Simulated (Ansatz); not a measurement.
# C₂H₇InOSi: a ladder of functionals and wavefunction methods

One table from this session's results is given with a row withheld; the runs are named, their logs left out.

Computed with Ansatz 0.2.0, Gaussian basis. Level: functionals in def2-TZVPP, the program's frozen cores in correlated methods.

Plan: PBE-D4, r2SCAN-D4, PBE0-D4, B3LYP-D4, ωB97X-V, ωB97M-V, B2PLYP; CCSD(T)/def2-TZVPP; MP2/def2-QZVPP; extrapolation to the limit.

## Structure used throughout

The geometry comes from an earlier relaxation with PBE0-D4 in a triple-zeta def2 set; it is a stationary point, not always the lowest conformer. In takes the def2 core potential; no spin-orbit term is included.

12 atoms, charge 0, spin multiplicity 1.

Atoms are counted from 1 here; the program's logs count them from 0.

Bond lengths: Si1–C2 1.841 Å, Si1–H6 1.500 Å, Si1–H7 1.495 Å, Si1–H8 1.495 Å, C2–In3 2.298 Å, C2–H9 1.097 Å, C2–H10 1.098 Å, C4–O5 1.202 Å, C4–H11 1.103 Å, C4–H12 1.104 Å. Angles: C2–Si1–H6 110.5°, C2–Si1–H7 116.9°, C2–Si1–H8 111.3°, H6–Si1–H7 105.4°, H6–Si1–H8 105.8°, H7–Si1–H8 106.2°, Si1–C2–In3 116.6°, Si1–C2–H9 111.1°, Si1–C2–H10 109.4°, In3–C2–H9 109.8°, In3–C2–H10 102.5°, H9–C2–H10 106.7°, O5–C4–H11 122.1°, O5–C4–H12 121.1°, H11–C4–H12 116.8°.

Geometry (Å):

```
Si   -1.5342    0.1201   -0.1426
C    -0.4075   -1.3271   -0.3050
In    0.8284   -1.8834    1.5510
C     1.8590    1.1940    0.1724
O     1.9688    0.5557    1.1855
H    -0.7527    1.4002   -0.1606
H    -2.5844    0.2802   -1.1944
H    -2.2548    0.1019    1.1668
H     0.2548   -1.2162   -1.1729
H    -1.0010   -2.2352   -0.4754
H     1.5991    0.7242   -0.7906
H     2.0243    2.2856    0.1658
```

Set-up of the first run:

in.yaml reads:

```yaml
crystal:
  periodic: [false, false, false]
  atoms:
    - {symbol: Si, position_ang: [-1.534203, 0.120115, -0.142574]}
    - {symbol: C, position_ang: [-0.407468, -1.327062, -0.304962]}
    - {symbol: In, position_ang: [0.828431, -1.883433, 1.551004]}
    - {symbol: C, position_ang: [1.859046, 1.194003, 0.172381]}
    - {symbol: O, position_ang: [1.968821, 0.555713, 1.185516]}
    - {symbol: H, position_ang: [-0.752676, 1.400189, -0.160560]}
    - {symbol: H, position_ang: [-2.584350, 0.280160, -1.194404]}
    - {symbol: H, position_ang: [-2.254803, 0.101874, 1.166798]}
    - {symbol: H, position_ang: [0.254792, -1.216186, -1.172949]}
    - {symbol: H, position_ang: [-1.001018, -2.235208, -0.475437]}
    - {symbol: H, position_ang: [1.599119, 0.724245, -0.790588]}
    - {symbol: H, position_ang: [2.024299, 2.285592, 0.165776]}
basis:
  gaussian: {orbitals: def2-TZVPP}
hamiltonian: {xc: pbe, dispersion: d4}
output: {forces: true, orbitals: {seedname: orbitals}}
```

Run with:

```sh
> ansatz run in.yaml --threads 2 --pin off --events-out ev --progress --plain --max-ram 22528MiB --backend cuda --devices 0, --max-vram 18GiB
```

Among the steps run: PBE-D4 (GGA); r2SCAN-D4 (meta-GGA); PBE0-D4 (hybrid); B3LYP-D4 (hybrid); ωB97X-V (range-separated); ωB97M-V (range-separated); B2PLYP (double hybrid); CCSD(T) in def2-TZVPP; MP2 in def2-QZVPP.

One of the session's tables, all rows but one given; the rest of the session is left out.

| method | atomisation energy (eV) |
| --- | --- |
| PBE-D4 | 42.222 |
| r2SCAN-D4 | 41.651 |
| PBE0-D4 | 41.461 |
| B3LYP-D4 | 41.705 |
| ωB97X-V | 41.742 |
| ωB97M-V | 41.710 |
| B2PLYP | ? |
| HF/def2-TZVPP | 30.125 |
| MP2/def2-TZVPP | 41.091 |
| CCSD/def2-TZVPP | 40.068 |
| CCSD(T)/def2-TZVPP | 40.699 |
| MP2/CBS | 42.175 |
| CCSD(T)/CBS | 41.783 |

Q: Estimate the row for B2PLYP from the others.

As computed: atomisation energy (eV): 41.140. In the column «atomisation energy (eV)» it lies between MP2/def2-TZVPP (41.091) and PBE0-D4 (41.461).

Limits of these values: Free atoms (1 Si, 2 C, 1 In, 1 O, 7 H) were run apart at each level; the atomisation energy is their sum less the molecule, without zero-point or spin-orbit terms.
